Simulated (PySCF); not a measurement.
# A gas-phase reaction: Cl2H2HfO + FH → Cl2FHHfO + H2

Wanted: the reaction energy for `[OH][HfH]([Cl])[Cl]` + `F` → `[OH][Hf]([F])([Cl])[Cl]` + `[H][H]`.

Computed with PySCF 2.14.0; each step states its level. No surroundings beyond the atoms listed, unless a continuum is named. Atoms count from 0, parts from 1.

## (1) The system as given

Each species was relaxed by itself at PBE0-D3(BJ)/def2-SVPD.

## (2) Reaction energy: wB97M-D3(BJ)/def2-TZVPD

Job settings and geometry (Å):

```
{"job": {"kind": "react", "xc": "wB97M-D3(BJ)", "basis": "def2-TZVPD"}, "charge": 0, "multiplicity": 1}
-1 Cl2H2HfO charge 0 multiplicity 1
O     -0.356160    -0.998160    -1.036940
Hf     0.117070     0.282180     0.278140
Cl     0.458710    -0.677010     2.401420
Cl    -1.281540     2.178340     0.276780
H     -0.705040    -1.646580    -1.644640
H      1.766940     0.861230    -0.274760

-1 FH charge 0 multiplicity 1
F      0.459790    -0.016210     0.003790
H     -0.459790     0.016210    -0.003790

+1 Cl2FHHfO charge 0 multiplicity 1
O      0.829740    -0.489830    -1.111220
Hf    -0.237880     0.064900     0.354110
F     -0.529890    -1.430460     1.505950
Cl     0.875630     1.771540     1.536420
Cl    -2.304930     0.866360    -0.442040
H      1.367340    -0.782520    -1.843220

+1 H2 charge 0 multiplicity 1
H      0.380190     0.008950    -0.002450
H     -0.380190    -0.008950     0.002450
```

Level: wB97M-D3(BJ)/def2-TZVPD reaction energy of separated species, gas phase.

The run is started by

```bash
> OMP_NUM_THREADS=1 python cluster_run.py task.json out
```

This one command runs all jobs of the session in turn.

Log:

```text
species 1 (Cl2H2HfO)
coarse grid: 31600 points
cycle   1  E = -1045.0921838473  dE = -2.047e+01  |g| = 8.244e-01  |ddm| = 1.944e+01
cycle   2  E = -1045.0498025349  dE =  4.238e-02  |g| = 9.637e-01  |ddm| = 8.299e-01
cycle   3  E = -1045.2063454790  dE = -1.565e-01  |g| = 1.168e-01  |ddm| = 4.690e-01
cycle   4  E = -1045.2092766707  dE = -2.931e-03  |g| = 2.954e-02  |ddm| = 1.029e-01
cycle   5  E = -1045.2094909563  dE = -2.143e-04  |g| = 5.260e-03  |ddm| = 4.309e-02
cycle   6  E = -1045.2095109251  dE = -1.997e-05  |g| = 2.228e-03  |ddm| = 1.582e-02
cycle   7  E = -1045.2095133109  dE = -2.386e-06  |g| = 8.821e-04  |ddm| = 5.970e-03
final grid: 60824 points
cycle   8  E = -1045.2097071674  dE = -5.150e-07  |g| = 7.327e-04  |ddm| = 3.814e-03
cycle   9  E = -1045.2097072259  dE = -5.853e-08  |g| = 6.354e-04  |ddm| = 1.566e-03
cycle  10  E = -1045.2097073291  dE = -1.032e-07  |g| = 6.797e-05  |ddm| = 6.050e-04
cycle  11  E = -1045.2097073331  dE = -3.998e-09  |g| = 4.712e-05  |ddm| = 2.203e-04
cycle  12  E = -1045.2097073338  dE = -6.539e-10  |g| = 1.119e-05  |ddm| = 5.797e-05
converged SCF energy = -1045.2097073338

species 2 (FH)
coarse grid: 7776 points
cycle   1  E = -100.4688155045  dE = -9.407e-02  |g| = 4.644e-01  |ddm| = 6.197e-01
cycle   2  E = -100.4724968558  dE = -3.681e-03  |g| = 5.038e-01  |ddm| = 3.808e-01
cycle   3  E = -100.5053096676  dE = -3.281e-02  |g| = 2.574e-02  |ddm| = 1.678e-01
cycle   4  E = -100.5053856452  dE = -7.598e-05  |g| = 5.006e-03  |ddm| = 1.077e-02
cycle   5  E = -100.5053902862  dE = -4.641e-06  |g| = 4.334e-04  |ddm| = 3.766e-03
final grid: 16976 points
cycle   6  E = -100.5053936859  dE = -6.400e-08  |g| = 1.070e-04  |ddm| = 8.222e-04
cycle   7  E = -100.5053936894  dE = -3.442e-09  |g| = 8.247e-05  |ddm| = 2.184e-04
cycle   8  E = -100.5053936903  dE = -8.887e-10  |g| = 2.035e-05  |ddm| = 3.753e-05
converged SCF energy = -100.5053936903

species 3 (Cl2FHHfO)
coarse grid: 34424 points
cycle   1  E = -1144.4548363607  dE = -2.111e+01  |g| = 9.924e-01  |ddm| = 1.907e+01
cycle   2  E = -1144.3681171982  dE =  8.672e-02  |g| = 1.263e+00  |ddm| = 9.932e-01
cycle   3  E = -1144.6175849948  dE = -2.495e-01  |g| = 9.580e-02  |ddm| = 5.991e-01
cycle   4  E = -1144.6196391725  dE = -2.054e-03  |g| = 3.241e-02  |ddm| = 9.542e-02
cycle   5  E = -1144.6198678262  dE = -2.287e-04  |g| = 8.423e-03  |ddm| = 3.453e-02
cycle   6  E = -1144.6198850771  dE = -1.725e-05  |g| = 5.377e-03  |ddm| = 1.010e-02
cycle   7  E = -1144.6198911243  dE = -6.047e-06  |g| = 1.060e-03  |ddm| = 5.593e-03
final grid: 67056 points
cycle   8  E = -1144.6198552514  dE = -1.197e-06  |g| = 1.109e-03  |ddm| = 4.521e-03
cycle   9  E = -1144.6198552146  dE =  3.675e-08  |g| = 1.319e-03  |ddm| = 1.173e-03
cycle  10  E = -1144.6198554765  dE = -2.619e-07  |g| = 1.036e-04  |ddm| = 5.532e-04
cycle  11  E = -1144.6198554798  dE = -3.286e-09  |g| = 4.808e-05  |ddm| = 1.567e-04
cycle  12  E = -1144.6198554807  dE = -9.697e-10  |g| = 1.120e-05  |ddm| = 7.944e-05
converged SCF energy = -1144.6198554807

species 4 (H2)
coarse grid: 4944 points
cycle   1  E = -1.1694183620  dE = -2.751e-01  |g| = 9.865e-03  |ddm| = 4.504e-01
cycle   2  E = -1.1694526077  dE = -3.425e-05  |g| = 1.161e-03  |ddm| = 9.676e-03
cycle   3  E = -1.1694532899  dE = -6.822e-07  |g| = 1.815e-04  |ddm| = 1.918e-03
final grid: 10744 points
cycle   4  E = -1.1694519216  dE = -2.407e-08  |g| = 4.114e-05  |ddm| = 3.870e-04
cycle   5  E = -1.1694519229  dE = -1.270e-09  |g| = 9.629e-06  |ddm| = 9.175e-05
cycle   6  E = -1.1694519230  dE = -7.528e-11  |g| = 3.020e-07  |ddm| = 2.872e-05
converged SCF energy = -1.1694519230

Reaction energy = -46.668 kcal/mol
```

Run time: 57 s. Hardware: 1 thread of Arm Neoverse N1, shared host; peak memory 0.79 GiB.

Species by species (with the dispersion term, which the log's SCF energies lack):

| ν | species | energy (Eh) | HOMO (eV) |
| --- | --- | --- | --- |
| -1 | [OH][HfH]([Cl])[Cl] | -1045.21416 | -11.22 |
| -1 | F | -100.50563 | -14.54 |
| +1 | [OH][Hf]([F])([Cl])[Cl] | -1144.62450 | -11.70 |
| +1 | [H][H] | -1.16967 | -14.48 |

## (3) Reaction energy: PBE0-D3(BJ)/def2-TZVPD

The job, as its differences from that of step 2:

```diff
@@ -1,2 +1,2 @@
-{"job": {"kind": "react", "xc": "wB97M-D3(BJ)", "basis": "def2-TZVPD"}, "charge": 0, "multiplicity": 1}
+{"job": {"kind": "react", "xc": "PBE0", "basis": "def2-TZVPD", "disp": "d3bj"}, "charge": 0, "multiplicity": 1}
 -1 Cl2H2HfO charge 0 multiplicity 1
```

With the program's defaults for keys left out, this is: PBE0-D3(BJ)/def2-TZVPD reaction energy of separated species, gas phase.

Log:

```text
species 1 (Cl2H2HfO)
coarse grid: 31600 points
cycle   1  E = -1044.5890892217  dE = -2.027e+01  |g| = 8.684e-01  |ddm| = 1.941e+01
cycle   2  E = -1044.3309941937  dE =  2.581e-01  |g| = 1.427e+00  |ddm| = 1.313e+00
cycle   3  E = -1044.7220776889  dE = -3.911e-01  |g| = 2.302e-01  |ddm| = 7.121e-01
cycle   4  E = -1044.7323722672  dE = -1.029e-02  |g| = 8.071e-02  |ddm| = 2.267e-01
cycle   5  E = -1044.7338576557  dE = -1.485e-03  |g| = 3.805e-02  |ddm| = 1.105e-01
cycle   6  E = -1044.7342308481  dE = -3.732e-04  |g| = 3.196e-03  |ddm| = 3.409e-02
cycle   7  E = -1044.7342327386  dE = -1.890e-06  |g| = 1.005e-03  |ddm| = 2.872e-03
final grid: 60824 points
cycle   8  E = -1044.7343811211  dE = -1.693e-07  |g| = 1.093e-03  |ddm| = 2.882e-03
cycle   9  E = -1044.7343809140  dE =  2.071e-07  |g| = 1.442e-03  |ddm| = 1.950e-03
cycle  10  E = -1044.7343813951  dE = -4.811e-07  |g| = 2.179e-04  |ddm| = 1.157e-03
cycle  11  E = -1044.7343814049  dE = -9.848e-09  |g| = 2.603e-05  |ddm| = 1.299e-04
cycle  12  E = -1044.7343814050  dE = -9.231e-11  |g| = 1.269e-05  |ddm| = 2.250e-05
converged SCF energy = -1044.7343814050

species 2 (FH)
coarse grid: 1712 points
cycle   1  E = -100.3541375470  dE = -3.604e-02  |g| = 4.958e-01  |ddm| = 6.253e-01
cycle   2  E = -100.3146199825  dE =  3.952e-02  |g| = 7.430e-01  |ddm| = 5.125e-01
cycle   3  E = -100.3938613917  dE = -7.924e-02  |g| = 2.284e-02  |ddm| = 2.892e-01
cycle   4  E = -100.3939369477  dE = -7.556e-05  |g| = 4.205e-03  |ddm| = 9.787e-03
cycle   5  E = -100.3939389316  dE = -1.984e-06  |g| = 3.556e-04  |ddm| = 1.247e-03
final grid: 16976 points
cycle   6  E = -100.3948398033  dE = -1.859e-05  |g| = 4.003e-03  |ddm| = 7.541e-03
cycle   7  E = -100.3948378721  dE =  1.931e-06  |g| = 5.506e-03  |ddm| = 3.357e-03
cycle   8  E = -100.3948419732  dE = -4.101e-06  |g| = 9.887e-05  |ddm| = 2.016e-03
cycle   9  E = -100.3948419745  dE = -1.267e-09  |g| = 1.773e-05  |ddm| = 3.910e-05
cycle  10  E = -100.3948419745  dE = -4.805e-11  |g| = 3.062e-06  |ddm| = 1.023e-05
converged SCF energy = -100.3948419745

species 3 (Cl2FHHfO)
coarse grid: 34424 points
cycle   1  E = -1143.8551555287  dE = -2.091e+01  |g| = 1.011e+00  |ddm| = 1.906e+01
cycle   2  E = -1143.4915593380  dE =  3.636e-01  |g| = 1.749e+00  |ddm| = 1.257e+00
cycle   3  E = -1144.0217896666  dE = -5.302e-01  |g| = 2.329e-01  |ddm| = 8.353e-01
cycle   4  E = -1144.0331783890  dE = -1.139e-02  |g| = 7.720e-02  |ddm| = 2.141e-01
cycle   5  E = -1144.0345192377  dE = -1.341e-03  |g| = 3.476e-02  |ddm| = 8.173e-02
cycle   6  E = -1144.0348267721  dE = -3.075e-04  |g| = 3.465e-03  |ddm| = 2.925e-02
cycle   7  E = -1144.0348283529  dE = -1.581e-06  |g| = 1.751e-03  |ddm| = 3.013e-03
final grid: 67056 points
cycle   8  E = -1144.0347570730  dE =  2.180e-07  |g| = 3.080e-03  |ddm| = 3.807e-03
cycle   9  E = -1144.0347532037  dE =  3.869e-06  |g| = 5.668e-03  |ddm| = 4.092e-03
cycle  10  E = -1144.0347587235  dE = -5.520e-06  |g| = 2.611e-04  |ddm| = 2.576e-03
cycle  11  E = -1144.0347587379  dE = -1.447e-08  |g| = 4.236e-05  |ddm| = 2.050e-04
cycle  12  E = -1144.0347587383  dE = -3.531e-10  |g| = 1.815e-05  |ddm| = 4.420e-05
converged SCF energy = -1144.0347587383

species 4 (H2)
coarse grid: 1240 points
cycle   1  E = -1.1670613718  dE = -2.327e-01  |g| = 2.266e-02  |ddm| = 4.588e-01
cycle   2  E = -1.1672488040  dE = -1.874e-04  |g| = 3.233e-03  |ddm| = 1.896e-02
cycle   3  E = -1.1672532598  dE = -4.456e-06  |g| = 9.770e-05  |ddm| = 2.761e-03
final grid: 10744 points
cycle   4  E = -1.1681370619  dE = -1.930e-06  |g| = 2.740e-04  |ddm| = 1.572e-03
cycle   5  E = -1.1681370901  dE = -2.827e-08  |g| = 3.988e-05  |ddm| = 2.445e-04
cycle   6  E = -1.1681370908  dE = -6.317e-10  |g| = 1.263e-06  |ddm| = 3.104e-05
converged SCF energy = -1.1681370908

Reaction energy = -46.367 kcal/mol
```

Wall time 32 s (1 thread of Arm Neoverse N1, shared host); peak memory 0.7 GiB.

Reaction energy at this level: -46.37 kcal/mol.

## (4) Comparing the runs

Energies in kcal/mol, with wall time:

| run | reaction | time |
| --- | --- | --- |
| wB97M-D3(BJ)/def2-TZVPD | -46.67 | 57 s |
| PBE0-D3(BJ)/def2-TZVPD | -46.37 | 32 s |

## (5) Outcome

```
                                                quantity                      value
               reaction energy (wB97M-D3(BJ)/def2-TZVPD)            -46.67 kcal/mol
                     ΔH, ΔG at 298 K (xTB thermal terms)      -47.9, -46.6 kcal/mol
range of the reaction energy over the runs of this table  -46.67 to -46.37 kcal/mol
```

In words: The reaction is exothermic by 47.9 kcal/mol in the gas phase; dispersion gives -0.10, and xTB itself gave -33.08 for the electronic energy (xTB energies and thermal terms come from the earlier relaxation of each species, not shown). No barrier was sought. xTB and this level differ widely in the electronic energy, so what comes from xTB (the thermal terms above all) is less safe here. The reaction energy runs from -46.67 (wB97M-D3(BJ)/def2-TZVPD) to -46.37 kcal/mol (PBE0-D3(BJ)/def2-TZVPD).
